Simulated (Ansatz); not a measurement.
Below is the output of a Python script on the Python package of Ansatz (0.2.0) that makes an SCF with some post-processing of SrB₆, space group Pm-3m. Write a script that gives it. Settings: r2SCAN, PAW, cutoff 600 eV, 5×5×5 k-points, Methfessel-Paxton smearing of 0.05 eV.

The script reads `srb6.cif`:
```cif
data_SrB6
_cell_length_a 4.190000
_cell_length_b 4.190000
_cell_length_c 4.190000
_cell_angle_alpha 90.00000
_cell_angle_beta 90.00000
_cell_angle_gamma 90.00000
_symmetry_space_group_name_H-M 'P 1'
_symmetry_Int_Tables_number 1
loop_
_symmetry_equiv_pos_as_xyz
'x, y, z'
loop_
_atom_site_label
_atom_site_type_symbol
_atom_site_fract_x
_atom_site_fract_y
_atom_site_fract_z
Sr1 Sr    0.000000    0.000000    0.000000
B2 B    0.500000    0.500000    0.207000
B3 B    0.500000    0.500000    0.793000
B4 B    0.207000    0.500000    0.500000
B5 B    0.793000    0.500000    0.500000
B6 B    0.500000    0.207000    0.500000
B7 B    0.500000    0.793000    0.500000
```

```console
$ python run_analyse.py
  iteration   1  Harris-Foulkes -4497.96729 eV  residual 1.27e-02
  iteration   2  Harris-Foulkes -4498.09101 eV  residual 4.44e-03
  iteration   3  Harris-Foulkes -4498.09237 eV  residual 3.43e-04
  iteration   4  Harris-Foulkes -4498.09237 eV  residual 3.88e-05
  iteration   5  Harris-Foulkes -4498.09235 eV  residual 1.31e-06
  iteration   6  Harris-Foulkes -4498.09235 eV  residual 4.38e-08
F = E - TS                -4498.09235 eV
E                         -4498.09235 eV
Harris-Foulkes            -4498.09235 eV
Fermi level                   8.94970 eV
Sr electrons within 0.8, 1.0, 1.2 A: [4.54 6.3  7.43]
B electrons within 0.8, 1.0, 1.2 A: [1.45 2.56 3.94]
B electrons within 0.8, 1.0, 1.2 A: [1.45 2.56 3.94]
B electrons within 0.8, 1.0, 1.2 A: [1.45 2.56 3.94]
B electrons within 0.8, 1.0, 1.2 A: [1.45 2.56 3.94]
B electrons within 0.8, 1.0, 1.2 A: [1.45 2.56 3.94]
B electrons within 0.8, 1.0, 1.2 A: [1.45 2.56 3.94]
distance (A)  neighbours per atom
      1.73       0.86
      1.74       3.43
      2.46       0.86
      3.09       6.86
      3.21       6.86
      4.19       9.43
      4.45       6.86
      4.53       3.43
      4.54       6.86
      4.86       3.43
      5.28      13.71
      5.56       6.86
      5.86       6.86
      5.92       0.86
# z_ang	v_loc[eV]	v_h[eV]	v_xc[eV]
[[  0.     -3.82    0.399 -11.134]
 [  0.349  -0.452  -0.444 -10.88 ]
 [  0.698   5.084  -2.137 -10.092]
 [  1.048   7.655  -2.213 -10.277]
 [  1.397   6.33    0.012 -11.72 ]
 [  1.746  -3.038   2.691 -12.723]
 [  2.095  -9.226   3.784 -13.052]
 [  2.444  -3.038   2.691 -12.723]
 [  2.793   6.33    0.012 -11.72 ]
 [  3.143   7.655  -2.213 -10.277]
 [  3.492   5.084  -2.137 -10.092]
 [  3.841  -0.452  -0.444 -10.88 ]]
principal stresses (GPa, compression positive): [1.101 1.101 1.101]
mean 1.101 GPa, von Mises 0.000 GPa, PV = 0.5057 eV
```

The script that was run (others could print the same):

`run_analyse.py`
```python
from pathlib import Path
import itertools
import warnings

import ansatz
from ase.io import read
import numpy as np
from pymatgen.core import Structure


def main() -> None:
    warnings.simplefilter("ignore", ansatz.DeckWarning)

    atoms = read("srb6.cif")
    structure = ansatz.Crystal.from_ase(atoms)

    base = structure.calculation()
    base = base.functional(ansatz.Functional.R2SCAN).pseudopotentials("paw")
    base = base.basis(600).kpoints(density=3.1)
    base = base.occupations(ansatz.OccupationsMethod.METHFESSEL_PAXTON, width=0.05).density()
    base = base.potential_components()
    base = base.stress()
    def show(event):
        row = event["data"]
        if event["event"] == "scf_iter" and row.get("harris_foulkes_ev") is not None:
            print(f"  iteration {row['iter']:3d}  Harris-Foulkes {row['harris_foulkes_ev']:.5f} eV  residual {row['dr2_ev']:.2e}")


    outcome = base.session().plan().execute(on_event=show)
    rep = outcome.report

    print("%-22s %14.5f eV" % ("F = E - TS", rep["free_energy_ev"]))
    print("%-22s %14.5f eV" % ("E", rep["internal_energy_ev"]))
    print("%-22s %14.5f eV" % ("Harris-Foulkes", rep["harris_foulkes_ev"]))
    print("%-22s %14.5f eV" % ("Fermi level", rep["fermi_energy_ev"]))

    rho = outcome.density()
    total = sum(channel.density_e_per_ang3 for channel in rho.channels[:2])
    grid_cell = np.asarray(rho.fft_grid_basis) @ outcome.lattice.cell_ang
    mesh = np.stack(np.meshgrid(*[np.arange(n) / n for n in rho.dims], indexing="ij"), axis=-1)
    for site in outcome.lattice.sites:
        offset = mesh - site.position_ang @ np.linalg.inv(grid_cell)
        offset -= offset.round()
        distance = np.min([np.linalg.norm((offset + shift) @ grid_cell, axis=-1) for shift in itertools.product((-1, 0, 1), repeat=3)], axis=0)
        inside = [total[distance < radius].sum() * rho.cell_volume_ang3 / total.size for radius in (0.8, 1.0, 1.2)]
        print(site.symbol, "electrons within 0.8, 1.0, 1.2 A:", np.round(inside, 2))

    final = Structure(outcome.lattice.cell_ang, [s.symbol for s in outcome.lattice.sites], [s.position_frac for s in outcome.lattice.sites])
    distances = np.array([n.nn_distance for shell in final.get_all_neighbors(6.0) for n in shell])
    values, counts = np.unique(distances.round(2), return_counts=True)
    print("distance (A)  neighbours per atom")
    for value, count in list(zip(values, counts))[:14]:
        print(f"{value:10.2f} {count / len(final):10.2f}")

    folder = Path(outcome.write_results("parts"))
    text = (folder / "v_comp_z.tsv").read_text().splitlines()
    rows = np.array([line.split() for line in text if not line.startswith("#")], dtype=float)
    print(text[0])
    print(np.array2string(rows[:: max(len(rows) // 12, 1)], precision=3, suppress_small=True))

    principal = np.linalg.eigvalsh(np.array(rep["stress_gpa"]))
    mises = np.sqrt(0.5 * sum((principal[i] - principal[i - 1]) ** 2 for i in range(3)))
    print("principal stresses (GPa, compression positive):", np.round(principal, 3))
    print(f"mean {principal.mean():.3f} GPa, von Mises {mises:.3f} GPa, PV = {principal.mean() * rep['setup']['cell_volume_ang3'] / 160.21766:.4f} eV")


if __name__ == "__main__":
    main()
```

Total energies depend on the potentials; only differences at equal settings carry meaning. Only differences from the Fermi energy are physical; the zero of the scale is a convention. Of the deposited cell: the entry's cell lengths or inner coordinates differ somewhat from later room-temperature determinations. An opening on this mesh may only mean that it misses a point where bands touch. Grid values close to the nuclei reflect the PAW or pseudopotential construction, not the all-electron fields. The structure is a deposited one; some such entries were measured under pressure or heat, so a shift against it needn't be the functional's error alone. Timing: 5.2 s on 1 thread of Arm Neoverse V2, on a shared host, peak memory 0.63 GiB.

(Lines on the test bed's own set-up are left out of the output.)
